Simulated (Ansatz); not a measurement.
# Cl2H2Sn: vertical and adiabatic energies of changing the electron count in Python

A script is to give vertical and adiabatic energies of changing the electron count; the system is Cl2H2Sn.

Computed with the Python package of Ansatz 0.2.0. Level of theory: B3LYP+D4/def2-SVP.

**1. The structure**

Bond lengths: Cl1–Sn2 2.322 Å, Sn2–Cl3 2.372 Å, Sn2–H4 1.764 Å, Sn2–H5 1.743 Å. Angles: Cl1–Sn2–Cl3 110.3°, Cl1–Sn2–H4 110.7°, Cl1–Sn2–H5 109.6°, Cl3–Sn2–H4 109.5°, Cl3–Sn2–H5 109.7°, H4–Sn2–H5 107.0°.

The script holds or builds the structure itself.

**2. Script**

adiabatic_cl2h2sn.py

```python
"""How Cl2H2Sn relaxes after losing an electron."""

import itertools

import ansatz as az
from ase.data import atomic_numbers, covalent_radii
import numpy as np

GEOMETRY = """
Cl   -1.84640   -0.32750    1.25270
Sn    0.10940   -0.07100    0.02830
Cl   -0.26490    1.35420   -1.83100
H     0.69960   -1.63360   -0.53880
H     1.35220    0.60430    1.04740
"""

cl2h2sn = az.Crystal.molecule()
for line in GEOMETRY.strip().splitlines():
    symbol, *xyz = line.split()
    cl2h2sn = cl2h2sn.atom(symbol, [float(v) for v in xyz])

calculation = cl2h2sn.calculation()
calculation = calculation.basis(gaussian="def2-SVP")
calculation = calculation.functional("b3lyp", dispersion="d4")
symbols = [site.symbol for site in cl2h2sn.cartesian_sites]
start = np.array([site.position_ang for site in cl2h2sn.cartesian_sites], dtype=float)
data = calculation.relax(force_tolerance=0.01).run(threads=1).report
end = np.array(data["positions_ang"])

minimum = az.Crystal.molecule()
for symbol, place in zip(symbols, end):
    minimum = minimum.atom(symbol, place.tolist())
ion = (
    minimum.calculation()
    .basis(gaussian="def2-SVP")
    .functional("b3lyp", dispersion="d4")
    .charge(1)
    .spin("collinear", total=1)
)
vertical = ion.run(threads=1).report
settled = ion.relax(force_tolerance=0.01, max_steps=80).run(threads=1).report
print(f"vertical ionisation energy   {vertical['free_energy_ev'] - data['free_energy_ev']:.3f} eV")
print(f"adiabatic, no zero point     {settled['free_energy_ev'] - data['free_energy_ev']:.3f} eV")
print(f"relaxation energy of the ion {vertical['free_energy_ev'] - settled['free_energy_ev']:.3f} eV")
ionised = np.array(settled["positions_ang"])
# pairs closer than 1.2 times the sum of covalent radii, before or after
radius = [covalent_radii[atomic_numbers[s]] for s in symbols]
span = lambda where, i, j: np.linalg.norm(where[i] - where[j])
bonded = [(i, j) for i, j in itertools.combinations(range(len(symbols)), 2) if min(span(end, i, j), span(ionised, i, j)) < 1.2 * (radius[i] + radius[j])]
print("pair        before    after (A)")
for i, j in bonded:
    print(f"{symbols[i]}{i}-{symbols[j]}{j}".ljust(10), f"{span(end, i, j):8.4f} {span(ionised, i, j):8.4f}")
```

**3. What the engine is handed**

The engine receives this input (first run):

```yaml
crystal:
  periodic: [false, false, false]
  atoms:
    - { symbol: Cl, position_ang: [-1.8464, -0.3275, 1.2527] }
    - { symbol: Sn, position_ang: [0.1094, -0.071, 0.0283] }
    - { symbol: Cl, position_ang: [-0.2649, 1.3542, -1.831] }
    - { symbol: H, position_ang: [0.6996, -1.6336, -0.5388] }
    - { symbol: H, position_ang: [1.3522, 0.6043, 1.0474] }
basis:
  gaussian:
    orbitals: def2-SVP
hamiltonian:
  xc: b3lyp
  dispersion: d4
relax:
  f_tol: 0.01
```

**4. The run**

Run with:

```console
$ python adiabatic_cl2h2sn.py
```

Without the output at hand: what should come out? Wanted: vertical ionisation energy; adiabatic ionisation energy, no zero point.

The runs gave:

```
                                  quantity      value
                vertical ionisation energy  10.769 eV
adiabatic ionisation energy, no zero point  10.754 eV
                             runs compared          3
```

The ionisation energy is a difference of two total energies at the neutral geometry; letting the ion relax lowers it by 0.02 eV. Run 1: The relaxation took 3 moves; the largest shift is 0.101 Å, of atom 4 (H). Run 3: After 4 moves the largest shift is 0.071 Å. What to keep in mind:
- The energies are electronic: no zero-point or thermal terms, and the basis set is short of its limit. The product may relax into another structure. The relaxation finds the nearest minimum, so the adiabatic value is an upper bound.
- def2 sets replace the cores of elements past krypton by effective core potentials.
- b3lyp holds the VWN-RPA fit, as in Gaussian; the form of ORCA and Turbomole is b3lyp5.
